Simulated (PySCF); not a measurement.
# TaOF3 (SMILES [O]=[Ta]([F])([F])[F]): a chain of runs

Aim: a series of 10 runs (PBE0-D4/def2-TZVP, MP2/def2-TZVPP, RI-MP2/def2-QZVPP, PBE-D4/def2-TZVPP, r2SCAN-D4/def2-TZVPP, B3LYP-D4/def2-TZVPP, PBE0-D4/def2-TZVPP, wB97M-V/def2-TZVPP, and more) of TaOF3. The job is set up through a Python script.

The calculation is run with PySCF 2.14.0.

1 further run of the same task is left out (for a faulty analytic Hessian).

## (1) Starting point

The species is TaOF3 (5 atoms), meant as a singlet with charge 0. As SMILES, `[O]=[Ta]([F])([F])[F]`. Geometry: a rough force-field guess. The run starts from this shape.

Bond lengths: O1–Ta2 1.903 Å, Ta2–F3 2.080 Å, Ta2–F4 2.054 Å, Ta2–F5 2.107 Å. Angles: O1–Ta2–F3 107.7°, O1–Ta2–F4 112.0°, O1–Ta2–F5 111.0°, F3–Ta2–F4 107.8°, F3–Ta2–F5 109.5°, F4–Ta2–F5 108.7°.

## (2) A geometry optimisation at PBE0-D4/def2-TZVP (density fitting with def2-universal-jkfit, core potential) (run 1)

File mol.xyz:

```xyz
5

O     -0.797100    -0.113100     1.768700
Ta    -0.028100    -0.010300     0.030800
F      1.674000    -1.205600     0.021700
F     -1.300900    -0.717800    -1.418200
F      0.502000     1.973100    -0.444400
```

File input.py:

```python
from pyscf import gto, dft
from pyscf.geomopt.geometric_solver import kernel as optimise

mol = gto.M(
    atom='mol.xyz',
    verbose=3,
    basis='def2-tzvp',
    ecp={'Ta': 'def2-svp'},
    max_memory=1860,
    charge=0,
)

mf = dft.RKS(mol, xc='pbe0')
mf = mf.density_fit(auxbasis='def2-universal-jkfit')
mf.max_cycle = 100
mf.grids.level = 4
mf.conv_tol = 1e-09
mf.disp = 'd4'
converged, mol_eq = optimise(mf, maxsteps=100)
print('converged:', converged)
print(mol_eq.tostring())

mf.reset(mol_eq)
mol = mol_eq
mf.kernel()
e_final = mf.e_tot
print('E(%s) = %.9f' % ('PBE0', e_final))
```

On the command line:

```bash
$ OMP_NUM_THREADS=1 python input.py
```

The program printed:

```text
maxiter                   100
[... 25 lines left out ...]
> Convergence Criteria:
[... 17 lines left out ...]
WARN: Mole.unit (angstrom) is changed to Bohr
[... 11 lines left out ...]
Step    0 : Gradient = 1.008e-01/1.551e-01 (rms/max) Energy = -431.7593742555
[... 31 lines left out ...]
converged SCF energy = -431.848316647702
[... 41 lines left out ...]
converged SCF energy = -431.857906008324
[... 41 lines left out ...]
converged SCF energy = -431.858173643999
[... 41 lines left out ...]
converged SCF energy = -431.858174856498
[... 32 lines left out ...]
Converged! =D
[... 1 line left out ...]
converged: True
O          -0.72684472       -0.07846410        1.52200262
Ta          0.00020919       -0.01729802       -0.02056758
F           1.52321898       -1.09588084        0.02729518
F          -1.24081270       -0.65780705       -1.25938390
F           0.44271917        1.76254148       -0.36881278
converged SCF energy = -431.858175238363
E(PBE0) = -431.858175238
```

Wall time 5.8 min (1 thread of Arm Neoverse V1, shared host); peak memory 1.5 GiB.

Step by step:

```tsv
step	energy from the first frame kept (eV)	largest force (eV/Å)
0	0.0000	7.9769
1	-1.9923	3.3130
2	-2.4202	3.1884
3	-2.6535	1.4317
4	-2.6812	0.7746
5	-2.6874	0.2131
6	-2.6885	0.0472
7	-2.6885	0.0493
8	-2.6885	0.0197
9	-2.6885	0.0052
```

After the run. Bond lengths: O1–Ta2 1.706 Å, Ta2–F3 1.867 Å, Ta2–F4 1.867 Å, Ta2–F5 1.867 Å. Angles: O1–Ta2–F3 107.7°, O1–Ta2–F4 107.7°, O1–Ta2–F5 107.7°, F3–Ta2–F4 111.2°, F3–Ta2–F5 111.2°, F4–Ta2–F5 111.2°.

## (3) The energy at MP2/def2-TZVPP (core potential) (run 3)

File geometry.xyz:

```xyz
5

O     -0.726845    -0.078464     1.522003
Ta     0.000209    -0.017298    -0.020568
F      1.523219    -1.095881     0.027295
F     -1.240813    -0.657807    -1.259384
F      0.442719     1.762541    -0.368813
```

File run.py:

```python
# [O]=[Ta]([F])([F])[F]
from pyscf import gto, mp

mol = gto.M(
    atom='geometry.xyz',
    ecp={'Ta': 'def2-svp'},
    charge=0,
    verbose=3,
    basis='def2-tzvpp',
    max_memory=1860,
)

mf = mol.RHF()
mf.conv_tol = 1e-10
mf.kernel()
if not mf.converged:
    mf = mf.newton().run(mf.mo_coeff, mf.mo_occ)

pt = mp.MP2(mf, frozen=4).run()
e_final = pt.e_tot
print('E(%s) = %.9f' % ('MP2', e_final))
```

On the command line:

```bash
$ OMP_NUM_THREADS=1 python run.py
```

The program printed:

```text
converged SCF energy = -430.024393511218
E(RMP2) = -431.421330514943  E_corr = -1.39693700372509
E(SCS-RMP2) = -431.359146286992  E_corr = -1.33475277577382
E(MP2) = -431.421330515
```

Run time: 22 s. Hardware: 1 thread of Arm Neoverse V1, shared host; peak memory 1.6 GiB.

Runs 4 to 8 aren't shown in full; the table further down has their settings and results.

## (4) A single-point energy at wB97M-V/def2-TZVPP (density fitting with def2-universal-jkfit, core potential) (run 9)

File job.py:

```python
# [O]=[Ta]([F])([F])[F]
from pyscf import gto, dft

mol = gto.M(
    atom=[
    ('O', (-0.726845, -0.078464, 1.522003)),
    ('Ta', (0.000209, -0.017298, -0.020568)),
    ('F', (1.523219, -1.095881, 0.027295)),
    ('F', (-1.240813, -0.657807, -1.259384)),
    ('F', (0.442719, 1.762541, -0.368813)),
],
    basis='def2-tzvpp',
    spin=0,
    max_memory=1860,
    ecp={'Ta': 'def2-svp'},
    verbose=3,
)

ks = dft.RKS(mol, xc='wb97m-v')
ks = ks.density_fit(auxbasis='def2-universal-jkfit')
ks.grids.level = 4
ks.nlcgrids.level = 1
ks.conv_tol = 1e-10
ks.kernel()
if not ks.converged:
    ks = ks.newton().run(ks.mo_coeff, ks.mo_occ)

energy = ks.e_tot
print(f'total energy: {energy:.8f} hartree')
```

On the command line:

```bash
$ OMP_NUM_THREADS=1 python job.py
```

The program printed:

```text
converged SCF energy = -432.068910152701
total energy: -432.06891015 hartree
```

Run time: 2.2 min. Hardware: 1 thread of Arm Neoverse V1, shared host; peak memory 0.78 GiB.

Run 10 isn't shown in full; the table further down has it.

## (5) A single-point energy at SVWN5/def2-TZVPP (core potential) (run 11)

File input.py:

```python
from pyscf import gto, dft

mol = gto.M(
    atom=[
    ('O', (-0.726845, -0.078464, 1.522003)),
    ('Ta', (0.000209, -0.017298, -0.020568)),
    ('F', (1.523219, -1.095881, 0.027295)),
    ('F', (-1.240813, -0.657807, -1.259384)),
    ('F', (0.442719, 1.762541, -0.368813)),
],
    ecp={'Ta': 'def2-svp'},
    verbose=3,
    basis='def2-tzvpp',
    max_memory=1860,
    charge=0,
)

mf = dft.RKS(mol, xc='svwn')
mf.conv_tol = 1e-10
mf.grids.level = 5
mf.kernel()
if not mf.converged:
    mf = mf.newton().run(mf.mo_coeff, mf.mo_occ)

e_final = mf.e_tot
print('Final energy', e_final)
```

On the command line:

```bash
$ OMP_NUM_THREADS=1 python input.py
```

The program printed:

```text
converged SCF energy = -429.738028115474
Final energy -429.7380281154743
```

It took 36 s on 1 thread of Arm Neoverse V1, shared host; peak memory 1.3 GiB.

## (6) Overview of the runs

```tsv
run	level	task	integral approximation	energy (Eh)	dipole moment (D) of the reference	HOMO energy (eV)	LUMO energy (eV)	wall time
1	PBE0-D4/def2-TZVP (density fitting with def2-universal-jkfit, core potential)	optimise	def2-universal-jkfit	-431.858175	1.78	-10.31	-1.61	5.8 min
3	MP2/def2-TZVPP (core potential)	energy	none	-431.421331	2.28	-14.19	1.35	22 s
4	RI-MP2/def2-QZVPP (density fitting with def2-universal-jkfit, core potential)	energy	def2-universal-jkfit	-431.585546	2.30	-14.18	0.93	15 s
5	PBE-D4/def2-TZVPP (core potential)	energy	none	-431.934784	1.72	-8.61	-2.41	50 s
6	r2SCAN-D4/def2-TZVPP (core potential)	energy	none	-432.128184	1.80	-8.99	-2.26	2 min
7	B3LYP-D4/def2-TZVPP (core potential)	energy	none	-432.269169	1.82	-10.00	-1.85	56 s
8	PBE0-D4/def2-TZVPP (core potential)	energy	none	-431.867025	1.82	-10.28	-1.55	52 s
9	wB97M-V/def2-TZVPP (density fitting with def2-universal-jkfit, core potential)	energy	def2-universal-jkfit	-432.068910	1.91	-12.66	0.35	2.2 min
10	B2PLYP/def2-TZVPP (core potential)	energy	none	-431.942426	1.99	-11.76	-0.22	65 s
11	SVWN5/def2-TZVPP (core potential)	energy	none	-429.738028	1.72	-8.90	-2.76	36 s
```

## (7) What came out

| quantity | value |
| --- | --- |
| run 11, SVWN5/def2-TZVPP: total energy | -429.73803 Eh |
| run 11, SVWN5/def2-TZVPP: dipole moment | 1.72 D |
| run 11, SVWN5/def2-TZVPP: HOMO energy | -8.90 eV |
| run 11, SVWN5/def2-TZVPP: LUMO energy | -2.76 eV |
| run 11, SVWN5/def2-TZVPP: HOMO–LUMO gap | 6.14 eV |

What this shows: Over runs 5, 6, 7, 8, 9, 10, 11 the dipole moment (its size) runs from 1.72 D (SVWN5/def2-TZVPP) to 1.99 D (B2PLYP/def2-TZVPP). A double hybrid's value is that of its SCF part. Over runs 5, 6, 7, 8, 9, 10, 11 the HOMO–LUMO gap runs from 6.14 eV (SVWN5/def2-TZVPP) to 13.02 eV (wB97M-V/def2-TZVPP). Totals of different functionals can't be ranked against each other. All runs together took 15 min, the longest 5.8 min.
